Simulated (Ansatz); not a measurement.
**PBE-QIDH/cc-pVDZ run of C2H3FGe (SMILES C#[C][GeH2][F])**

Aim: the electronic atomisation energy of C2H3FGe at PBE-QIDH/cc-pVDZ, from 5 runs. 

The calculation is run with Ansatz 0.2.0.

63 further runs of the same task are left out: 63 set aside as unsound or not needed. Runs told in other sessions of the task aren't counted.

**1. The molecule**

C2H3FGe has 7 atoms, charge 0, and is taken as a singlet. SMILES: `C#[C][GeH2][F]`. The shape is that of a PBE0-D4/def2-TZVP optimisation.

Bond lengths: C1–C2 1.205 Å, C2–Ge3 1.891 Å, Ge3–F4 1.737 Å, C1–H5 1.066 Å, Ge3–H6 1.530 Å, Ge3–H7 1.530 Å. Angles: C1–C2–Ge3 178.5°, C2–Ge3–F4 106.8°, C2–C1–H5 179.5°, C2–Ge3–H6 111.0°, C2–Ge3–H7 111.0°, F4–Ge3–H6 106.5°, F4–Ge3–H7 106.5°, H6–Ge3–H7 114.4°.

**2. A single-point energy at PBE-QIDH/cc-pVDZ**

File input.yaml:

```yaml
crystal:
  periodic: [false, false, false]
  atoms:
    - {symbol: C, position_ang: [1.589600, -1.011400, 0.749400]}
    - {symbol: C, position_ang: [0.653200, -0.399300, 0.302800]}
    - {symbol: Ge, position_ang: [-0.795200, 0.603200, -0.384600]}
    - {symbol: F, position_ang: [-1.928600, -0.538300, -1.040400]}
    - {symbol: H, position_ang: [2.414700, -1.560800, 1.142300]}
    - {symbol: H, position_ang: [-1.525800, 1.349500, 0.733200]}
    - {symbol: H, position_ang: [-0.346600, 1.489200, -1.548300]}
basis:
  gaussian:
    orbitals: cc-pVDZ
hamiltonian:
  xc: {name: PBE-QIDH}
correlation:
  frozen_orbitals: {C: 1, F: 1, Ge: 9, H: 0}
accuracy: high
output: {orbitals: {seedname: orbitals}}
```

Started as:

```console
ansatz run input.yaml --threads 1 --pin off --max-ram 2610MiB --events-out events.jsonl --progress --plain --runs-dir runs
```

What it wrote:

```text
Warning: RAYON_NUM_THREADS=1 ignored (pool sized by the plan → 1); use --threads N
Functional definition: PBE-QIDH
  name "PBE-QIDH"
  parameter a = 3^(-1/3)
  parameter c = 1/3
  exchange = (1 - a)*pbe_x + a*exact_x
  correlation = (1 - c)*pbe_c + c*(mp2_os + mp2_ss)
1814 factors; integrals over basis functions are off by at most 4.7e-9 eV
mean field evaluation 1: about -61323.1088 eV, gradient 3.5e1 eV
mean field evaluation 2: about -61323.2222 eV, gradient 3.5e1 eV
mean field evaluation 4: about -61325.9276 eV, gradient 3.3e0 eV
mean field evaluation 8: about -61325.9576 eV, gradient 9.7e-2 eV
mean field evaluation 16: about -61325.9576 eV, gradient 1.7e-5 eV
mean field -61325.95762721 eV, -2253.6873745728 hartree, gradient 5.7e-8 eV, S^2 0.000000; 0 other end points of the search recorded, 0 dependent functions left out
12 core orbitals not correlated: weight in the atoms' cores, before any rotation towards them, 1.000 or more for the frozen orbitals, at most 0.000 for the correlated occupied ones
reference -61325.95762817 eV, -2253.6873746083 hartree; 16, 16 occupied and 56, 56 virtual orbitals, 1814 factors
second order -17.10613736 eV of doubles, -0.00000000 eV of singles
Total energy: -61331.65967396 eV, -2253.8969209260 hartree
```

Wall time 3.9 s (1 thread of AMD EPYC 9R45 (Zen 5), shared host); peak memory 0.29 GiB.

**3. The C atom at the same level**

File in.yaml:

```yaml
crystal:
  periodic: [false, false, false]
  atoms:
    - symbol: C
      position_ang: [0.000000, 0.000000, 0.000000]
basis:
  gaussian:
    orbitals: cc-pVDZ
total_charge: 0
magnetization:
  spin_polarized: true
  initial_magnetization: 2
hamiltonian:
  xc: {name: PBE-QIDH}
correlation:
  frozen_orbitals: {C: 1}
accuracy: high
```

Run the same way, it converges to -37.78950 Eh (log not shown).

**4. The F atom, same level**

File run.yaml:

```yaml
crystal:
  periodic: [false, false, false]
  atoms:
    - {symbol: F, position_ang: [0.000000, 0.000000, 0.000000]}
basis:
  gaussian:
    orbitals: cc-pVDZ
correlation:
  frozen_orbitals: {F: 1}
accuracy: high
magnetization:
  spin_polarized: true
  initial_magnetization: 1
hamiltonian:
  xc: {name: PBE-QIDH}
```

Run the same way, it converges to -99.60840 Eh (log not shown).

**5. The Ge atom, same level**

File input.yaml:

```yaml
crystal:
  periodic: [false, false, false]
  atoms:
    - symbol: Ge
      position_ang: [0.000000, 0.000000, 0.000000]
basis:
  gaussian:
    orbitals: cc-pVDZ
magnetization:
  spin_polarized: true
  initial_magnetization: 2
accuracy: high
hamiltonian:
  xc: {name: PBE-QIDH}
correlation:
  frozen_orbitals: {Ge: 9}
```

Started as:

```console
ansatz run input.yaml --threads 1 --pin off --max-ram 2610MiB --events-out events.jsonl --progress --plain --runs-dir runs
```

What it wrote, shortened:

```text
Warning: RAYON_NUM_THREADS=1 ignored (pool sized by the plan → 1); use --threads N
[... 2 set-up lines as earlier in the session ...]
[...]
260 factors; integrals over basis functions are off by at most 4.5e-9 eV
[...]
mean field -56496.96271272 eV, -2076.2250846755 hartree, gradient 6.6e-9 eV, S^2 2.005742; 0 other end points of the search recorded, 0 dependent functions left out
9 core orbitals not correlated: weight in the atoms' cores, before any rotation towards them, 1.000 or more for the frozen orbitals, at most 0.000 for the correlated occupied ones
reference -56496.96271332 eV, -2076.2250846977 hartree; 8, 6 occupied and 10, 12 virtual orbitals, 260 factors
second order -1.75719869 eV of doubles, -0.00000000 eV of singles
Total energy: -56497.54844622 eV, -2076.2466099847 hartree
```

It took 0.5 s on 1 thread of AMD EPYC 9R45 (Zen 5), shared host.

**6. The H atom at the same level**

File in.yaml:

```yaml
crystal:
  periodic: [false, false, false]
  atoms:
    - {symbol: H, position_ang: [0.000000, 0.000000, 0.000000]}
basis:
  gaussian:
    orbitals: cc-pVDZ
accuracy: high
correlation:
  frozen_orbitals: {H: 0}
magnetization:
  spin_polarized: true
  initial_magnetization: 1
hamiltonian:
  xc: {name: PBE-QIDH}
```

Started as:

```console
ansatz run in.yaml --threads 1 --pin off --max-ram 2610MiB --events-out events.jsonl --progress --plain --runs-dir runs
```

What it wrote, shortened:

```text
Warning: RAYON_NUM_THREADS=1 ignored (pool sized by the plan → 1); use --threads N
[... 6 set-up lines as earlier in the session ...]
15 factors; integrals over basis functions are off by at most 4.6e-8 eV
mean field evaluation 1: about -13.6204 eV, gradient 1.2e0 eV
mean field evaluation 2: about -13.6204 eV, gradient 1.2e0 eV
mean field evaluation 4: about -13.6394 eV, gradient 2.8e-4 eV
mean field evaluation 8: about -13.6394 eV, gradient 1.6e-9 eV
mean field -13.63943543 eV, -0.5012400069 hartree, gradient 2.1e-9 eV, S^2 0.750000; 0 other end points of the search recorded, 0 dependent functions left out
reference -13.63943598 eV, -0.5012400272 hartree; 1, 0 occupied and 4, 5 virtual orbitals, 15 factors
second order 0.00000000 eV of doubles, -0.00000000 eV of singles
Total energy: -13.63943598 eV, -0.5012400272 hartree
```

It took 0.06 s on 1 thread of AMD EPYC 9R45 (Zen 5), shared host.

**7. Summary of results**

At PBE-QIDH/cc-pVDZ, 12 core orbitals frozen:

| quantity | value |
| --- | --- |
| molecule: total energy | -2253.89692 Eh |
| molecule: HOMO energy (SCF part's orbitals) | -10.37 eV |
| molecule: LUMO energy (SCF part's orbitals) | 1.26 eV |
| molecule: HOMO–LUMO gap (SCF part's orbitals) | 11.63 eV |
| C atom: total energy | -37.78950 Eh |
| C atom: ⟨S²⟩ | 2.004 |
| F atom: total energy | -99.60840 Eh |
| F atom: ⟨S²⟩ | 0.751 |
| Ge atom: total energy | -2076.24661 Eh |
| Ge atom: ⟨S²⟩ | 2.006 |
| H atom: total energy | -0.50124 Eh |
| H atom: ⟨S²⟩ | 0.750 |
| electronic atomisation energy | 26.101 eV |

In words: Taking the molecule apart into free atoms costs 26.10 eV (2518 kJ/mol), before zero-point energy and without spin-orbit coupling.
